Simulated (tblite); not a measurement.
# C2H10N2SSi2: the cost of one run

Programs: PySCF 2.14.0 with density-fitted response routines of our own, and tblite 0.8.0. All values are computed, except where a source is named. Atoms count from 0 throughout.

## 1. The molecule as given

17 atoms, charge 0, multiplicity 1; geometry from: force field or distance geometry start.

Bonds of the start (Å): C0–H7 1.10, C0–H8 1.10, C0–H9 1.08, C0–S1 1.82, C5–H13 1.10, C5–H14 1.09, C5–Si6 1.93, N3–H10 1.01, N3–H11 1.02, N4–C5 1.49, N4–H12 1.02, S1–Si2 2.08, Si2–N3 1.70, Si2–N4 1.68, Si2–Si6 2.20, Si6–H15 1.51, Si6–H16 1.49.

## 2. GFN2-xTB relaxation, start minimum

The job: settings as JSON, then the geometry in Å.

```
{"job": {"xc": "GFN2-xTB", "basis": "xTB", "kind": "relax"}, "charge": 0, "multiplicity": 1}
C      1.777600     0.171300     2.044100
S      0.902000     1.590000     1.311500
Si    -0.356000     0.759200    -0.121500
N     -0.599200     1.932300    -1.321500
N      0.493400    -0.391400    -1.011600
C     -0.555800    -1.413300    -1.310700
Si    -1.653600    -0.983200     0.220900
H      2.451100     0.537900     2.830500
H      1.067800    -0.528300     2.502300
H      2.362100    -0.350300     1.297600
H      0.266000     2.449300    -1.403000
H     -1.282200     2.605900    -0.988000
H      0.861200     0.056900    -1.845800
H     -0.176900    -2.443800    -1.291400
H     -1.091900    -1.247600    -2.249900
H     -1.364800    -1.839700     1.428100
H     -3.107700    -0.893000    -0.101400
```

Command:

```bash
$ OMP_NUM_THREADS=1 python ens_run.py task.json out
```

This one command runs the whole study; its stages follow in the order run.

**Question.** How long does this first job take on 1 thread of Intel Xeon Platinum 8375C at 2.90GHz, shared host?

About 2.5 s.
